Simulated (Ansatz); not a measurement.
NaLaMnMoO6:

```
Na La Mn Mo O
1.0
     4.72242   -2.73688    0.00204
     4.72242    2.73688    0.00204
    -3.17796    0.00000    4.47000
Na La Mn Mo O
1 1 1 1 6
Direct
  0.25021 0.25021 0.74459
  0.75117 0.75117 0.25707
  0.49918 0.49918 0.49917
  0.00110 0.00110 0.00114
  0.28503 0.78106 0.28520
  0.78106 0.28503 0.28520
  0.25187 0.25187 0.18775
  0.74777 0.74777 0.81124
  0.21883 0.71407 0.71525
  0.71407 0.21883 0.71525
```

The cell was built by a generator and needn't be a form met in nature.

Base run:

- Program: Ansatz 0.2.0
- Functional: PBE
- Potentials or basis: Ansatz PAW earlier set
- Cutoff: 900 eV
- Density cutoff: 4500 eV
- k mesh: 6 × 6 × 6
- Occupations: fermi-dirac, width 0.05 eV
- Spin: collinear spin, ferromagnetic start
- Starting moments: [0.0, 0.0, 4.0, 1.0, 0.0, 0.0, 0.0, 0.0, 0.0, 0.0] μB

Its results: band gap on the k mesh none (metal or under the smearing width); pressure 0.3 GPa; net moment 1.95 μB per cell; site moments Na +0.00; La -0.01; Mn +2.23; Mo -0.37; O +0.01, +0.02 μB; largest force 0.106 eV/Å.

Task: After a change of settings the same cell gave: band gap on the k mesh none (metal or under the smearing width); pressure 1.2 GPa; net moment 2.20 μB per cell; site moments Na +0.00; La -0.01; Mn +2.44; Mo -0.36; O +0.01 μB; largest force 0.193 eV/Å. Which change was it?
A. functional from PBE to RPBE; potentials or basis from Ansatz PAW earlier set to Ansatz PAW; cutoff from 900 eV to 420 eV; density cutoff from 4500 eV to 1680 eV
B. functional from PBE to PBEsol; potentials or basis from Ansatz PAW earlier set to Ansatz PAW; cutoff from 900 eV to 420 eV; density cutoff from 4500 eV to 1680 eV
C. potentials or basis from Ansatz PAW earlier set to JTH PAW; cutoff from 900 eV to 1800 eV; density cutoff from 4500 eV to 7200 eV
D. potentials or basis from Ansatz PAW earlier set to SPMS NC; cutoff from 900 eV to 1034 eV; density cutoff from 4500 eV to 4136 eV

Result: D.

Caveats: a cell with one magnetic atom can't hold antiferromagnetic order, which such compounds often take; semilocal functionals often make such compounds metallic where correlation or magnetic order opens a gap, which also shifts bond lengths.

Not every run made on this cell is shown here.
